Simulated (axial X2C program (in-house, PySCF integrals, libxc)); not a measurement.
# FTiF⁻: bond lengths and stretches, held linear

One table from this session's results is given with a row withheld; the runs are named, their logs left out.

Program: an in-house X2C program for linear molecules on PySCF integrals. Level of theory: all-electron X2C, two-component (2c) or spin-free, F dyall-av3z, Ti dyall-v3z. These are calculated values, not measurements.

All values are calculated.

2 further runs of the same task are left out: 2 set aside as unsound or not needed.

The first run:

task.json reads:

```json
{"zs": [9, 22, 9], "q": -1, "bas": ["dyall-av3z", "dyall-v3z", "dyall-av3z"], "r0": [2.0, 2.0], "symm": 1, "scan": ["PBE0", "HF", "LDA"], "levels": ["PBE0", "HF", "r2SCAN"], "nst": 2}
```

Keys: zs atomic numbers; q charge; bas basis sets; r0 starting distance in Å; symm equal bonds; scan levels of the two-bond scan (MP2 follows by itself at each HF point); levels methods; nst determinants followed.

Command:

```
python solin.py task.json out
```

Masses F 18.998, Ti 47.948, F 18.998 u.

Steps of the session up to this table: Scan at PBE0, 2c; Scan at HF, 2c; Scan at LDA, 2c.

One of the session's tables, all rows but one given; the rest of the session is left out.

| level | r(F–Ti) (Å) | r(Ti–F) (Å) | lower stretch (cm⁻¹) | upper stretch (cm⁻¹) |
| --- | --- | --- | --- | --- |
| PBE0, 2c | 1.883 | 1.883 | 504.5 | 605.5 |
| HF, 2c | 1.910 | 1.910 | 507.5 | 614.0 |
| LDA, 2c | 1.845 | 1.845 | 527.9 | 637.5 |
| MP2, 2c | ? | ? | ? | ? |
| PBE0, spin-free | 1.883 | 1.883 | 504.7 | 605.7 |
| HF, spin-free | 1.910 | 1.910 | 507.7 | 614.4 |
| LDA, spin-free | 1.844 | 1.844 | 528.0 | 637.6 |
| MP2, spin-free | 1.895 | 1.895 | 501.5 | 598.3 |

**Question.** Estimate the row for MP2, 2c.

**Answer.** r(F–Ti) (Å): 1.895; r(Ti–F) (Å): 1.895; lower stretch (cm⁻¹): 501.3; upper stretch (cm⁻¹): 598.2.

Scans not shown above were run alike.

Limits of these values: For an anion the highest level of a functional can be positive, and the basis then holds the extra electron. The molecule was held linear; bending was not examined, so a bent shape may lie lower.
